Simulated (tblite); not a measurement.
# C6H12SSi2: the cost of one run

Computed with tblite 0.8.0 and PySCF 2.14.0, with density-fitted response routines of our own, on a single molecule in the gas phase. Atoms count from 0, in the outputs and in this text.

**1. The starting structure**

21 atoms, charge 0, multiplicity 1; geometry from: force field or distance geometry start.

Bonds of the start (Å): C0–C1 1.21, C1–Si2 1.87, Si2–C3 1.90, C3–C4 1.54, C4–C5 1.55, C5–C6 1.52, C6–S7 1.81, S7–Si8 2.15, Si8–C3 1.88, C0–H9 1.05, Si2–H10 1.48, Si2–H11 1.48, C3–H12 1.08, C4–H13 1.09, C4–H14 1.10, C5–H15 1.08, C5–H16 1.10, C6–H17 1.10, C6–H18 1.09, Si8–H19 1.48, Si8–H20 1.49.

**2. Optimising the geometry with GFN2-xTB**

The job: settings as JSON, then the geometry in Å.

```
{"job": {"kind": "relax", "xc": "GFN2-xTB", "basis": "xTB"}, "charge": 0, "multiplicity": 1}
C      4.258000     0.037300    -0.457700
C      3.242400    -0.518100    -0.118700
Si     1.687200    -1.403000     0.436500
C      0.154000    -0.502300    -0.236800
C     -0.001300     0.952900     0.236300
C     -1.258200     1.649100    -0.332700
C     -2.573000     1.134400     0.243300
S     -2.982400    -0.556300    -0.271300
Si    -1.225500    -1.646800     0.317700
H      5.136500     0.536300    -0.760600
H      1.718700    -2.799600    -0.066300
H      1.632400    -1.434600     1.919000
H      0.203000    -0.523700    -1.313700
H     -0.005100     1.027900     1.322700
H      0.872100     1.536200    -0.103500
H     -1.264200     1.591200    -1.413300
H     -1.177200     2.719600    -0.078900
H     -2.559100     1.171700     1.341800
H     -3.389500     1.784200    -0.082800
H     -1.200700    -2.954200    -0.367400
H     -1.277100    -1.785300     1.796600
```

Launch:

```sh
$ OMP_NUM_THREADS=1 python probes_run.py task.json out
```

The driver reads the jobs from task.json and runs them one after another.

**Question.** How long does this first job take on 1 thread of Intel Xeon at 2.70GHz, shared host, and how much memory does it need?

About 1.4 s, with a peak of 0.18 GiB.
